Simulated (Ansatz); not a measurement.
Which YAML input does this script hand to the engine? (the Ansatz DFT code, driven from Python)

`bands_k2sccuf6.py`:
```python
import warnings

import ansatz
import numpy as np

FUNCTIONAL = "lda"
KMESH = (4, 4, 4)
N_EMPTY = 8

warnings.simplefilter("ignore", ansatz.DeckWarning)

lattice = ansatz.Lattice.of(
    (0.0, 4.278518, 4.278518),
    (4.278518, 0.0, 4.278518),
    (4.278518, 4.278518, 0.0),
)
sites = [
    ("K", (0.75, 0.75, 0.75)),
    ("K", (0.25, 0.25, 0.25)),
    ("Sc", (0.0, 0.0, 0.0)),
    ("Cu", (0.5, 0.5, 0.5)),
    ("F", (0.762319, 0.237681, 0.237681)),
    ("F", (0.237681, 0.237681, 0.762319)),
    ("F", (0.237681, 0.762319, 0.762319)),
    ("F", (0.237681, 0.762319, 0.237681)),
    ("F", (0.762319, 0.237681, 0.762319)),
    ("F", (0.762319, 0.762319, 0.237681)),
]
cell = ansatz.Crystal(lattice=lattice)
for symbol, position in sites:
    cell = cell.atom(symbol, position)

path = [
    ("K", (0.375, 0.375, 0.75)),
    ("G", (0.0, 0.0, 0.0)),
    ("L", (0.5, 0.5, 0.5)),
    ("W", (0.5, 0.25, 0.75)),
    ("X", (0.5, 0.0, 0.5)),
]
job = (
    cell.calculation()
    .functional(FUNCTIONAL)
    .pseudopotentials("paw")
    .basis(17 * ansatz.Ha)
    .kpoints(mesh=KMESH)
    .occupations(ansatz.OccupationsMethod.FIXED)
    .band_structure([point for _, point in path], intervals=4)
    .scf(extra_bands=N_EMPTY)
)
res = job.run()
data = res.report

print(f"free energy      {data['free_energy_ev']:.5f} eV")
print(f"per atom         {data['free_energy_ev'] / len(res.lattice.sites):.5f} eV")
print(f"SCF iterations   {data['n_iterations']}  (converged: {data['converged']})")

bands = res.band_structure()
fermi = bands.fermi_energy_ev
print(f"zero of the bands: {fermi:.3f} eV, the Fermi level found on the SCF mesh")
levels = bands.channels[0].eigenvalues_ev - fermi
filled = round(data["n_electrons"]) // 2
valence, conduction = levels[:, filled - 1], levels[:, filled]
print("k (fractions)              top valence  bottom conduction (eV)")
for k, lo, hi in zip(bands.kpoints_frac, valence, conduction):
    print(f"{k[0]:7.3f} {k[1]:7.3f} {k[2]:7.3f} {lo:12.3f} {hi:13.3f}")
print(f"on this path: least direct gap {np.min(conduction - valence):.3f} eV, least gap {conduction.min() - valence.max():.3f} eV")
```

```console
$ python bands_k2sccuf6.py
free energy      -16411.74934 eV
per atom         -1641.17493 eV
SCF iterations   9  (converged: True)
zero of the bands: 6.260 eV, the Fermi level found on the SCF mesh
k (fractions)              top valence  bottom conduction (eV)
  0.375   0.375   0.750       -0.072         2.219
  0.281   0.281   0.562       -0.006         2.202
  0.188   0.188   0.375       -0.022         1.912
  0.094   0.094   0.188       -0.102         1.303
  0.000   0.000   0.000       -0.146         1.058
  0.125   0.125   0.125       -0.125         1.224
  0.250   0.250   0.250       -0.074         1.670
  0.375   0.375   0.375       -0.022         2.168
  0.500   0.500   0.500        0.000         2.182
  0.500   0.438   0.562       -0.007         2.193
  0.500   0.375   0.625       -0.026         2.215
  0.500   0.313   0.688       -0.046         2.232
  0.500   0.250   0.750       -0.054         2.241
  0.500   0.188   0.688       -0.065         2.237
  0.500   0.125   0.625       -0.090         2.232
  0.500   0.063   0.562       -0.108         2.153
  0.500   0.000   0.500       -0.111         2.123
on this path: least direct gap 1.204 eV, least gap 1.058 eV
```

`input.yaml`:
```yaml
crystal:
  lattice:
    - [0.0, 4.278518, 4.278518]
    - [4.278518, 0.0, 4.278518]
    - [4.278518, 4.278518, 0.0]
  atoms:
    - { symbol: K, position: [0.75, 0.75, 0.75] }
    - { symbol: K, position: [0.25, 0.25, 0.25] }
    - { symbol: Sc, position: [0.0, 0.0, 0.0] }
    - { symbol: Cu, position: [0.5, 0.5, 0.5] }
    - { symbol: F, position: [0.762319, 0.237681, 0.237681] }
    - { symbol: F, position: [0.237681, 0.237681, 0.762319] }
    - { symbol: F, position: [0.237681, 0.762319, 0.762319] }
    - { symbol: F, position: [0.237681, 0.762319, 0.237681] }
    - { symbol: F, position: [0.762319, 0.237681, 0.762319] }
    - { symbol: F, position: [0.762319, 0.762319, 0.237681] }
basis:
  ecutwfc: 462.593566181796
kpoints:
  mp_grid:
    grid: [4, 4, 4]
  band_path:
    path:
      - [0.375, 0.375, 0.75]
      - [0.0, 0.0, 0.0]
      - [0.5, 0.5, 0.5]
      - [0.5, 0.25, 0.75]
      - [0.5, 0.0, 0.5]
    npoints: 4
hamiltonian:
  xc: lda
  pseudopotentials:
    kind: paw
scf:
  n_extra_bands: 8
  occupations:
    method: fixed
```

Total energies depend on the potentials; only differences at equal settings carry meaning. Spin is left out of this run. Semilocal gaps usually lie well under measured ones. The computed bands are complete only to about 5.0 eV above the Fermi level. Under fixed occupations the level called the Fermi level is the highest filled one on the SCF mesh; off the mesh a filled band can lie a little above it. Without a Hubbard U or exact exchange, semilocal functionals often make such 3d compounds metallic or too weakly gapped. This cell is a computed structure, which may not be the phase found in nature. Gaps and levels are Kohn-Sham values on a finite set of k-points. Finished in 9.2 s on 1 thread of Arm Neoverse V1 (shared host), peak memory 0.5 GiB.
